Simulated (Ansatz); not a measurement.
# Al: the cost of one run

Method: DFT r2SCAN, scalar-relativistic, plane waves, PAW, in Ansatz 0.2.0.

## (1) The structure to begin with

It takes space group Fm-3m (No. 225, cubic). Conventional cell: a = 4.050 Å, b = 4.050 Å, c = 4.050 Å, α = 90.00°, β = 90.00°, γ = 90.00°. Al (site symmetry m-3m) has 12 Al at 2.86 Å as nearest neighbours.

Structure file:

```xyz
1
Lattice="0.0000 2.0250 2.0250 2.0250 0.0000 2.0250 2.0250 2.0250 0.0000" Properties=species:S:1:pos:R:3 pbc="T T T"
Al    0.0000    0.0000    0.0000
```

## (2) Relaxing cell and atoms: Al, no spin

Input file input.yaml:

```yaml
crystal:
  lattice:
    - [0.0, 2.025, 2.025]
    - [2.025, 0.0, 2.025]
    - [2.025, 2.025, 0.0]
  atoms:
    - { symbol: Al, position: [0.0, 0.0, 0.0] }
scf:
  occupations: { method: gaussian, width: 0.1 }
output:
  forces: true
  stress: true
  eigenvalues: true
  write_density: true
  write_potential: true
  elf: true
  volumetric_format: npy
kpoints:
  mp_grid: { grid: [34, 34, 34] }
hamiltonian:
  xc: r2scan
relax:
  f_tol: 0.003
  max_steps: 60
  cell: { stress_tol: 0.02 }
```

Run with:

```sh
> ansatz run input.yaml --threads 8 --pin off --max-ram 16384MiB --backend cpu --events-out ev --progress --plain --runs-dir out
```

What time and memory should one allow on 8 threads of AMD EPYC 7R43 (Zen 3), shared host?

About 11 s, with a peak of 0.63 GiB.
